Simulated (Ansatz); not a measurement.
Task: a point defect in a supercell of YbRh3C, space group Pm-3m, with the Ansatz DFT code, driven from Python. Give the script and its output. Level of theory (first run): PBEsol, PAW, the default cutoff (420 eV here), 2×2×3 k-points, Fermi-Dirac smearing of 0.1 eV.

```
Yb Rh C
1.0
     4.13553    0.00000    0.00000
     0.00000    4.13553    0.00000
     0.00000    0.00000    4.13553
Yb Rh C
1 3 1
Direct
  0.00000 0.00000 0.00000
  0.00000 0.50000 0.50000
  0.50000 0.50000 0.00000
  0.50000 0.00000 0.50000
  0.50000 0.50000 0.50000
```

Script `ybrh3c.py`:
```python
# -*- coding: utf-8 -*-
'''Point defect (interstitial) in YbRh3C.'''

import ansatz as az
import numpy as np

vectors = np.array([
    [4.13553, 0.0, 0.0],
    [0.0, 4.13553, 0.0],
    [0.0, 0.0, 4.13553],
])
system = (
    az.Lattice.of(vectors)
    .atom('Yb', [0.0, 0.0, 0.0])
    .atom('Rh', [0.0, 0.5, 0.5])
    .atom('Rh', [0.5, 0.5, 0.0])
    .atom('Rh', [0.5, 0.0, 0.5])
    .atom('C', [0.5, 0.5, 0.5])
)
host = system.supercell(2, 2, 1)
defective = host.interstitial('Li', at=[0.0, 0.0, 0.5])

def prepare(structure):
    return (
        structure.calculation()
        .functional('pbesol')
        .kpoints(2, 2, 3)
        .occupations('Fermi-Dirac', width=0.1)
        .band_table()
    )


perfect = prepare(host).run(threads=1).report
calc = prepare(defective).forces()
res = calc.run(threads=1)
data = res.report

n_host, n_defect = len(perfect['lattice']['sites']), len(data['lattice']['sites'])
print(f'perfect cell: {n_host} atoms, F = {perfect["free_energy_ev"]:.4f} eV')
print(f'defect cell:  {n_defect} atoms, F = {data["free_energy_ev"]:.4f} eV')
# chemical potentials are still to be added to this difference
print(f'difference {data["free_energy_ev"] - perfect["free_energy_ev"]:.4f} eV (no chemical potentials)')

for label, run in (('perfect', perfect), ('defect', data)):
    levels, filled = np.array(run['eigenvalues_ev'][0]), np.array(run['occupations'][0])
    top = int(np.argmin(np.abs(levels - run['fermi_energy_ev'])))
    window = slice(max(top - 3, 0), top + 4)
    print(label, 'levels near E_F at the first k-point:', ', '.join(f'{e - run["fermi_energy_ev"]:.2f} ({f:.2f})' for e, f in zip(levels[window], filled[window])))
```

Running `python ybrh3c.py` prints:
```text
DeckWarning: basis.ecutwfc = 420 eV, auto-derived from the records' recommended cutoffs: set by Yb (normal level)
perfect cell: 20 atoms, F = -131765.6681 eV
defect cell:  21 atoms, F = -131964.8366 eV
difference -199.1685 eV (no chemical potentials)
perfect levels near E_F at the first k-point: -0.26 (1.86), -0.26 (1.86), -0.06 (1.28), 0.04 (0.80), 0.07 (0.65), 0.07 (0.65), 0.08 (0.64)
defect levels near E_F at the first k-point: -0.27 (1.87), -0.08 (1.39), -0.08 (1.38), 0.02 (0.92), 0.02 (0.88), 0.02 (0.88), 0.03 (0.87)
```
(Warnings from the package without file and line.)

Total energies depend on the potentials; only differences at equal settings carry meaning. A total without «per atom» is that of the whole cell that was run. Semilocal functionals put the nearly full 4f shell of Yb too close to the Fermi level. The computed bands are complete only to about 5.4 eV above the Fermi level. The mesh is modest for a metal, so energies can be off by several to tens of meV an atom and pressures by half a GPa or more; differences at equal mesh fare better. The atoms stand at ideal sites; relaxing them can change energy and levels by an eV or more. The difference holds no chemical potentials. Errors of mesh and smearing per atom add up over the supercell, so the energy can be off by tenths of an eV. Each cell's levels count from its own Fermi level and aren't aligned; one k-point can hide that the defect cell is metallic. The structure comes from a database of computed cells and needn't be a stable or known phase. Levels are Kohn-Sham eigenvalues on this mesh, without spin-orbit coupling. The supercell is small, so the defect meets its images and the energies aren't those of an isolated defect; a partly filled defect level may also lower its energy by spin or distortion. For a charged cell the difference holds no correction, alignment or term for the electrons' reservoir. Finished in 80 s on 1 thread of Arm Neoverse V2 (shared host), peak memory 0.85 GiB.
